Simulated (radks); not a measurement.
**Polarisabilities and dispersion coefficients of Ar, K⁺, Ca²⁺ and others**

Aim: static dipole polarisabilities and C6 coefficients, each species in its NIST ground configuration. After each ground state the linear response is solved; its values go to the run's result record, not to the log. Response by self-consistent Sternheimer equations with the Hartree and adiabatic LDA kernel, the relativistic mass of each level held fixed and spin-orbit coupling left out.

Method: scalar-relativistic Kohn-Sham, PBE, spin-polarised, spherical densities, finite nucleus. Code: radks (a radial shooting solver on a logarithmic mesh, Libxc functionals) version 1.

### Step 1. Starting point

* species: Ar ([Ar]), K⁺ ([Ar]), Ca²⁺ ([Ar]), Sc³⁺ ([Ar]), Ti⁴⁺ ([Ar]), V⁵⁺ ([Ar]), Cr⁶⁺ ([Ar]), Mn⁷⁺ ([Ar]), Fe⁸⁺ ([Ar])

In the logs a row gives level, spin channel, occupation and eigenvalue; Etot, Ekin, Encl (electron-nucleus), Eh (Hartree) and Exc are energies, all in hartree; err is the last residual, it the number of iterations.

### Step 2. Ar, [Ar]

Input:

```text
Z 18
configuration [Ar]
relativity scalar-relativistic
functional pbe,pbe
spin polarised
nucleus finite rms 3.4274 fm
c 137.035999084
response adiabatic LDA kernel
```

Standard output:

```text
1s      1   1.0000        -114.67071418
2s      1   1.0000         -10.91417834
2p      1   3.0000          -8.44815629
3s      1   1.0000          -0.89252610
3p      1   3.0000          -0.37741395
1s      2   1.0000        -114.67071418
2s      2   1.0000         -10.91417834
2p      2   3.0000          -8.44815629
3s      2   1.0000          -0.89252610
3p      2   3.0000          -0.37741395
Etot -529.2291857690155
Ekin 531.9869927037728
Encl -1262.7615995300907
Eh 232.36050812544858
Exc -30.81508706814615
err 3.090793124161215e-09
it 13
```

The top filled level is 3p, -10.270 eV. The response step gives α = 12.01 bohr³ (17.92 without the induced potential) and C6 = 70.19 hartree bohr⁶.

Radial moments (bohr):

| level | occupation | energy (eV) | <r> | outermost maximum (interpolated) | 90 % within | nodes |
| --- | --- | --- | --- | --- | --- | --- |
| 1s | 2 | -3120.3 | 0.08573 | 0.0561 | 0.153 | 0 |
| 2s | 2 | -296.99 | 0.4141 | 0.339 | 0.646 | 1 |
| 2p | 6 | -229.89 | 0.3767 | 0.281 | 0.624 | 0 |
| 3s | 2 | -24.287 | 1.406 | 1.18 | 2.14 | 2 |
| 3p | 6 | -10.270 | 1.664 | 1.29 | 2.65 | 1 |

Radial density 4πr²ρ:

| r (bohr) | 4πr²ρ (e/bohr) |
| --- | --- |
| 0.00355 | 0.5632 |
| 0.00512 | 1.104 |
| 0.00734 | 2.080 |
| 0.0106 | 3.836 |
| 0.0152 | 6.639 |
| 0.0220 | 10.81 |
| 0.0315 | 15.71 |
| 0.0455 | 19.90 |
| 0.0657 | 20.70 |
| 0.0942 | 17.54 |
| 0.136 | 14.58 |
| 0.195 | 17.09 |
| 0.282 | 21.09 |
| 0.404 | 16.85 |
| 0.584 | 7.421 |
| 0.837 | 4.508 |
| 1.21 | 5.773 |
| 1.73 | 4.106 |
| 2.50 | 1.373 |
| 3.59 | 0.2293 |
| 5.19 | 0.01517 |

### Step 3. K⁺, [Ar]

Input:

```text
Z 19
configuration [Ar]
relativity scalar-relativistic
functional pbe,pbe
spin polarised
nucleus finite rms 3.4349 fm
c 137.035999084
response adiabatic LDA kernel
```

Standard output:

```text
1s      1   1.0000        -129.66703433
2s      1   1.0000         -13.21392543
2p      1   3.0000         -10.52073082
3s      1   1.0000          -1.52334278
3p      1   3.0000          -0.91447390
1s      2   1.0000        -129.66703433
2s      2   1.0000         -13.21392543
2p      2   3.0000         -10.52073082
3s      2   1.0000          -1.52334278
3p      2   3.0000          -0.91447390
Etot -601.9273741190812
Ekin 605.5433162708404
Encl -1428.4981285883441
Eh 254.27522719695753
Exc -33.247788998534986
err 8.686941560881269e-10
it 15
```

Highest occupied level: 3p at -24.884 eV. The response step gives α = 5.721 bohr³ (8.830 without the induced potential) and C6 = 24.51 hartree bohr⁶.

### Step 4. Ca²⁺, [Ar]

Input:

```text
Z 20
configuration [Ar]
relativity scalar-relativistic
functional pbe,pbe
spin polarised
nucleus finite rms 3.4776 fm
c 137.035999084
response adiabatic LDA kernel
```

Standard output:

```text
1s      1   1.0000        -145.70932339
2s      1   1.0000         -15.79584882
2p      1   3.0000         -12.86974849
3s      1   1.0000          -2.28712677
3p      1   3.0000          -1.58241520
1s      2   1.0000        -145.70932339
2s      2   1.0000         -15.79584882
2p      2   3.0000         -12.86974849
3s      2   1.0000          -2.28712677
3p      2   3.0000          -1.58241520
Etot -679.657800745425
Ekin 684.3010851906542
Encl -1604.1460584391302
Eh 275.85118080453253
Exc -35.66400830148159
err 7.240649389353197e-10
it 15
```

3p is the highest filled level (-43.060 eV). The response step gives α = 3.331 bohr³ (5.226 without the induced potential) and C6 = 11.02 hartree bohr⁶.

### Step 5. Sc³⁺, [Ar]

Input:

```text
Z 21
configuration [Ar]
relativity scalar-relativistic
functional pbe,pbe
spin polarised
nucleus finite rms 3.5459 fm
c 137.035999084
response adiabatic LDA kernel
```

Standard output:

```text
1s      1   1.0000        -162.79247517
2s      1   1.0000         -18.65142408
2p      1   3.0000         -15.48646249
3s      1   1.0000          -3.17623565
3p      1   3.0000          -2.37409856
1s      2   1.0000        -162.79247517
2s      2   1.0000         -18.65142408
2p      2   3.0000         -15.48646249
3s      2   1.0000          -3.17623565
3p      2   3.0000          -2.37409856
Etot -762.4183503500295
Ekin 768.2775434083985
Encl -1789.850620703537
Eh 297.2264452189322
Exc -38.07171827382322
err 3.821045425261394e-09
it 14
```

Highest occupied level: 3p at -64.603 eV. The response step gives α = 2.154 bohr³ (3.411 without the induced potential) and C6 = 5.701 hartree bohr⁶.

### Step 6. Ti⁴⁺, [Ar]

Input:

```text
Z 22
configuration [Ar]
relativity scalar-relativistic
functional pbe,pbe
spin polarised
nucleus finite rms 3.5921 fm
c 137.035999084
response adiabatic LDA kernel
```

Standard output:

```text
1s      1   1.0000        -180.91546074
2s      1   1.0000         -21.77646410
2p      1   3.0000         -18.36636423
3s      1   1.0000          -4.18691181
3p      1   3.0000          -3.28587111
1s      2   1.0000        -180.91546074
2s      2   1.0000         -21.77646410
2p      2   3.0000         -18.36636423
3s      2   1.0000          -4.18691181
3p      2   3.0000          -3.28587111
Etot -850.2128657101711
Ekin 857.4977664788307
Encl -1985.7085483226522
Eh 318.47296904058413
Exc -40.47505290693364
err 3.229060806173454e-09
it 14
```

The top filled level is 3p, -89.413 eV. The response step gives α = 1.489 bohr³ (2.370 without the induced potential) and C6 = 3.232 hartree bohr⁶.

### Step 7. V⁵⁺, [Ar]

Input:

```text
Z 23
configuration [Ar]
relativity scalar-relativistic
functional pbe,pbe
spin polarised
nucleus finite rms 3.6002 fm
c 137.035999084
response adiabatic LDA kernel
```

Standard output:

```text
1s      1   1.0000        -200.07909911
2s      1   1.0000         -25.16875234
2p      1   3.0000         -21.50683300
3s      1   1.0000          -5.31704746
3p      1   3.0000          -4.31558778
1s      2   1.0000        -200.07909911
2s      2   1.0000         -25.16875234
2p      2   3.0000         -21.50683300
3s      2   1.0000          -5.31704746
3p      2   3.0000          -4.31558778
Etot -943.0487136110091
Ekin 951.9919249165757
Encl -2191.7985451191894
Eh 339.6344453076817
Exc -42.876538716077164
err 2.7431362175985704e-09
it 15
```

Highest occupied level: 3p at -117.43 eV. The response step gives α = 1.079 bohr³ (1.721 without the induced potential) and C6 = 1.957 hartree bohr⁶.

### Step 8. Cr⁶⁺, [Ar]

Input:

```text
Z 24
configuration [Ar]
relativity scalar-relativistic
functional pbe,pbe
spin polarised
nucleus finite rms 3.6452 fm
c 137.035999084
response adiabatic LDA kernel
```

Standard output:

```text
1s      1   1.0000        -220.28521420
2s      1   1.0000         -28.82715711
2p      1   3.0000         -24.90626544
3s      1   1.0000          -6.56539244
3p      1   3.0000          -5.46189649
1s      2   1.0000        -220.28521420
2s      2   1.0000         -28.82715711
2p      2   3.0000         -24.90626544
3s      2   1.0000          -6.56539244
3p      2   3.0000          -5.46189649
Etot -1040.9355717541007
Ekin 1051.793764891354
Encl -2408.1913394905423
Eh 360.73988536053525
Exc -45.27788251544757
err 1.8674303087089232e-09
it 15
```

Highest occupied level: 3p at -148.63 eV. The response step gives α = 0.8094 bohr³ (1.293 without the induced potential) and C6 = 1.247 hartree bohr⁶.

### Step 9. Mn⁷⁺, [Ar]

Input:

```text
Z 25
configuration [Ar]
relativity scalar-relativistic
functional pbe,pbe
spin polarised
nucleus finite rms 3.7057 fm
c 137.035999084
response adiabatic LDA kernel
```

Standard output:

```text
1s      1   1.0000        -241.53636225
2s      1   1.0000         -32.75122590
2p      1   3.0000         -28.56366934
3s      1   1.0000          -7.93120076
3p      1   3.0000          -6.72391207
1s      2   1.0000        -241.53636225
2s      2   1.0000         -32.75122590
2p      2   3.0000         -28.56366934
3s      2   1.0000          -7.93120076
3p      2   3.0000          -6.72391207
Etot -1143.8850467877378
Ekin 1156.940664471429
Encl -2634.95517912097
Eh 381.80979751464446
Exc -47.680329652841266
err 1.0977180280261309e-09
it 15
```

3p is the highest filled level (-182.97 eV). The response step gives α = 0.6242 bohr³ (0.9974 without the induced potential) and C6 = 0.8267 hartree bohr⁶.

### Step 10. Fe⁸⁺, [Ar]

Input:

```text
Z 26
configuration [Ar]
relativity scalar-relativistic
functional pbe,pbe
spin polarised
nucleus finite rms 3.7377 fm
c 137.035999084
response adiabatic LDA kernel
```

Standard output:

```text
1s      1   1.0000        -263.83563897
2s      1   1.0000         -36.94096458
2p      1   3.0000         -32.47844879
3s      1   1.0000          -9.41404826
3p      1   3.0000          -8.10104621
1s      2   1.0000        -263.83563897
2s      2   1.0000         -36.94096458
2p      2   3.0000         -32.47844879
3s      2   1.0000          -9.41404826
3p      2   3.0000          -8.10104621
Etot -1251.9103150628923
Ekin 1267.4732533188235
Encl -2872.1581068816513
Eh 402.85938043888257
Exc -50.084841938946994
err 5.972212166015533e-10
it 15
```

The top filled level is 3p, -220.44 eV. The response step gives α = 0.4921 bohr³ (0.7860 without the induced potential) and C6 = 0.5664 hartree bohr⁶.

### Step 11. Results

| species | −ε(HOMO) (eV) | α (bohr³) | α uncoupled (bohr³) | C6 (hartree bohr⁶) | C8 (hartree bohr⁸) | recommended α (bohr³) |
| --- | --- | --- | --- | --- | --- | --- |
| Ar | 10.270 | 12.01 | 17.92 | 70.19 | 1900 | 11.083 |
| K⁺ | 24.884 | 5.721 | 8.830 | 24.51 | 429.5 | - |
| Ca²⁺ | 43.060 | 3.331 | 5.226 | 11.02 | 140.7 | - |
| Sc³⁺ | 64.603 | 2.154 | 3.411 | 5.701 | 56.17 | - |
| Ti⁴⁺ | 89.413 | 1.489 | 2.370 | 3.232 | 25.49 | - |
| V⁵⁺ | 117.43 | 1.079 | 1.721 | 1.957 | 12.68 | - |
| Cr⁶⁺ | 148.63 | 0.8094 | 1.293 | 1.247 | 6.761 | - |
| Mn⁷⁺ | 182.97 | 0.6242 | 0.9974 | 0.8267 | 3.810 | - |
| Fe⁸⁺ | 220.44 | 0.4921 | 0.7860 | 0.5664 | 2.247 | - |

In words: Uncoupled leaves out the potential induced by the response; C6 and C8 are for like pairs. Ar is the most polarisable and Fe⁸⁺ the least, a factor 24.4 apart. For the pair Ar–Fe⁸⁺ the Casimir-Polder integral gives C6 = 4.946, the rule 2·Ca·Cb/(Ca·αb/αa + Cb·αa/αb) on the like-pair values 4.761. Against the recommended values (Schwerdtfeger and Nagle, 2023 table) the misses are Ar +8 %. C8 is given only where no p, d or f shell is open.
